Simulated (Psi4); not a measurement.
# UHF/def2-TZVPPD (density fitting, core potential) run of InHBr (SMILES [Br][InH])

Aim: the energy difference between two shapes of InHBr at UHF/def2-TZVPPD (density fitting, core potential), from 2 runs. 

Program for the calculation: Psi4 1.11.

1 further run of the same task is left out (it didn't finish).

## 1. The system as given

InHBr has 3 atoms, charge 0, and is taken as a doublet. As SMILES, `[Br][InH]`. The shape is that of a PBE0-D4/def2-TZVP optimisation.

Bond lengths: Br1–In2 2.511 Å, In2–H3 1.772 Å. Angles: Br1–In2–H3 115.9°.

## 2. Energy and one-electron properties at UHF/def2-TZVPPD (density fitting, core potential)

run.py

```python
import psi4

psi4.set_memory(1600000000)
psi4.set_num_threads(1)
psi4.set_output_file('psi4.out', False)

m = psi4.geometry("""
0 2
Br
In 1 2.510811
H 2 1.772392 1 115.92009
units angstrom
""")

options = {'basis': 'def2-TZVPPD', 'reference': 'uhf', 'scf_type': 'df'}
psi4.set_options(options)

energy_value, wavefunction = psi4.energy("scf", molecule=m, return_wfn=True)
psi4.oeprop(wavefunction, "MULLIKEN_CHARGES", "DIPOLE", "MAYER_INDICES", "ESP_AT_NUCLEI", title="SCF")
print(f'total energy {energy_value:.8f} hartree = {energy_value * 27.211386:.5f} eV')
```

The run is started by

```
python run.py
```

psi4.out (excerpt; [...] marks lines left out):

```text
[...]
    !!!  WARNING: ECP capability is in beta. Please check occupations closely.  !!!
[...]
  Running in cs symmetry.
[...]
  Nuclear repulsion =  166.249846104426666
[...]
  Multiplicity = 2
[...]
  Nalpha       = 29
  Nbeta        = 28
[...]
    Number of basis functions: 130
[...]
   @DF-UHF iter   1: -2761.95510397102862   -2.51022e+00   1.32658e-02 ADIIS/DIIS
[...]
   @DF-UHF iter  11: -2762.24829058480555   -6.05378e-08   4.56268e-07 DIIS
[...]
   @S^2 Observed:                7.681027983E-01
[...]
    Orbital Energies [Eh]
    ---------------------
    Alpha Occupied:
       1Ap  -489.991191     2Ap   -65.133433     3Ap   -58.488569
       1App  -58.487574     4Ap   -58.487506     5Ap    -9.806342
       6Ap    -7.416792     2App   -7.412879     7Ap    -7.412605
       8Ap    -5.417311     3App   -3.675390     9Ap    -3.671046
      10Ap    -3.667100    11Ap    -3.157369     4App   -3.156134
      12Ap    -3.155636     5App   -3.152074    13Ap    -3.152057
      14Ap    -1.068008    15Ap    -1.059884     6App   -1.059488
       7App   -1.055942    16Ap    -1.053275    17Ap    -0.964637
      18Ap    -0.558860    19Ap    -0.450249    20Ap    -0.406552
       8App   -0.405842    21Ap    -0.318128
    Alpha Virtual:
[...]
  @DF-UHF Final Energy: -2762.24829058480555
   => Energetics <=
    Nuclear Repulsion Energy =            166.2498461044266662
    One-Electron Energy =               -4250.9732466731265959
    Two-Electron Energy =                1322.4751099838947539
    Total Energy =                      -2762.2482905848055452
  UHF NO Occupations:
  HONO-2 :   19 Ap 1.9990965
  HONO-1 :   20 Ap 1.9924535
[...]
 Multipole Moments:
 ------------------------------------------------------------------------------------
     Multipole            Electronic (a.u.)      Nuclear  (a.u.)        Total (a.u.)
 ------------------------------------------------------------------------------------
 L = 1.  Multiply by 2.5417464519 to convert [e a0] to [Debye]
 Dipole X            :         -2.3203042            2.1241932           -0.1961110
 Dipole Y            :        -56.6709813           55.4843702           -1.1866111
 Dipole Z            :          0.0000000            0.0000000            0.0000000
 Magnitude           :                                                    1.2027075
[...]
  Mulliken Charges: (a.u.)
   Center  Symbol    Alpha    Beta     Spin     Total
       1    BR    17.78826 17.72929  0.05896 -0.51755
       2    IN    10.43393  9.78035  0.65358  0.78573
       3     H     0.77782  0.49036  0.28746 -0.26818
   Total alpha = 29.00000, Total beta = 28.00000, Total charge = -0.00000
  Mayer Bond Indices:
  Total Bond Index:
  Irrep: 1 Size: 3 x 3
[...]
```

The script printed:

```text
total energy -2762.24829058 hartree = -75164.60446 eV
```

Run time: 4.8 s. Hardware: 1 thread of Intel Xeon Platinum 8488C (Sapphire Rapids), shared host; peak memory 0.28 GiB.

Atomic charges (e):

```
atom  Mulliken
 Br1    -0.518
 In2    +0.786
  H3    -0.268
```

## 3. The distorted shape, same level

brhin.in

```
memory 1.6 GB

molecule geom {
  0 2
  Br     1.781723    -0.347781     0.913452
  In    -0.442789    -0.627692    -0.297512
  H     -1.335268     0.913968    -0.586739
}

set basis def2-TZVPPD
set reference uhf
set scf_type df

result, w = energy("scf", return_wfn=True)
oeprop(w, "MULLIKEN_CHARGES", "DIPOLE", "MAYER_INDICES", "ESP_AT_NUCLEI")
print_variables()
```

The run is started by

```
psi4 -n 1 brhin.in brhin.out
```

brhin.out (excerpt; [...] marks lines left out):

```text
[...]
    !!!  WARNING: ECP capability is in beta. Please check occupations closely.  !!!
[...]
  Running in cs symmetry.
[...]
  Nuclear repulsion =  163.824005132517641
[...]
  Multiplicity = 2
[...]
  Nalpha       = 29
  Nbeta        = 28
[...]
    Number of basis functions: 130
[...]
   @DF-UHF iter   1: -2761.95459891679548   -2.51896e+00   1.32527e-02 DIIS/ADIIS
[...]
   @DF-UHF iter  11: -2762.24792353420662   -7.99091e-08   5.60401e-07 DIIS
[...]
   @S^2 Observed:                7.716069719E-01
[...]
  @DF-UHF Final Energy: -2762.24792353420662
   => Energetics <=
    Nuclear Repulsion Energy =            163.8240051325176410
    One-Electron Energy =               -4246.1979793692962630
    Two-Electron Energy =                1320.1260507025722291
    Total Energy =                      -2762.2479235342066204
  UHF NO Occupations:
  HONO-2 :   19 Ap 1.9990316
  HONO-1 :   20 Ap 1.9907447
[...]
 Multipole Moments:
 ------------------------------------------------------------------------------------
     Multipole            Electronic (a.u.)      Nuclear  (a.u.)        Total (a.u.)
 ------------------------------------------------------------------------------------
 L = 1.  Multiply by 2.5417464519 to convert [e a0] to [Debye]
 Dipole X            :        -57.0299259           55.7756413           -1.2542846
 Dipole Y            :         -8.7711640            8.4009180           -0.3702460
 Dipole Z            :          0.0000000            0.0000000            0.0000000
 Magnitude           :                                                    1.3077890
[...]
  Mulliken Charges: (a.u.)
   Center  Symbol    Alpha    Beta     Spin     Total
       1    BR    17.79013 17.72888  0.06125 -0.51901
       2    IN    10.42411  9.79789  0.62622  0.77799
       3     H     0.78576  0.47323  0.31253 -0.25899
   Total alpha = 29.00000, Total beta = 28.00000, Total charge = -0.00000
  Mayer Bond Indices:
  Total Bond Index:
  Irrep: 1 Size: 3 x 3
[...]
```

Run time: 4.8 s. Hardware: 1 thread of Intel Xeon Platinum 8488C (Sapphire Rapids), shared host; peak memory 0.29 GiB.

Atomic charges (e):

```
atom  Mulliken
 Br1    -0.519
 In2    +0.778
  H3    -0.259
```

## 4. What came out

At UHF/def2-TZVPPD (density fitting, core potential):

| quantity | value |
| --- | --- |
| first shape: total energy | -2762.24829 Eh |
| first shape: dipole moment | 3.06 D |
| first shape: HOMO energy (highest over α and β) | -8.66 eV |
| first shape: LUMO energy (lowest over α and β) | -0.23 eV |
| first shape: ⟨S²⟩ | 0.768 |
| distorted shape: total energy | -2762.24792 Eh |
| distorted shape: dipole moment | 3.32 D |
| distorted shape: HOMO energy (highest over α and β) | -8.78 eV |
| distorted shape: LUMO energy (lowest over α and β) | -0.35 eV |
| distorted shape: ⟨S²⟩ | 0.772 |
| energy change with the atoms displaced | 0.010 eV |

**Reading.** With the atoms displaced the energy rises by 0.01 eV (0.2 kcal/mol). The first shape isn't relaxed at this level, so the change isn't measured from a minimum. Mulliken charges (first shape) run from -0.52 on Br1 to +0.79 on In2; in a basis this large or diffuse they mean little. Mulliken charges (distorted shape) run from -0.52 on Br1 to +0.78 on In2; in a basis this large or diffuse they mean little.
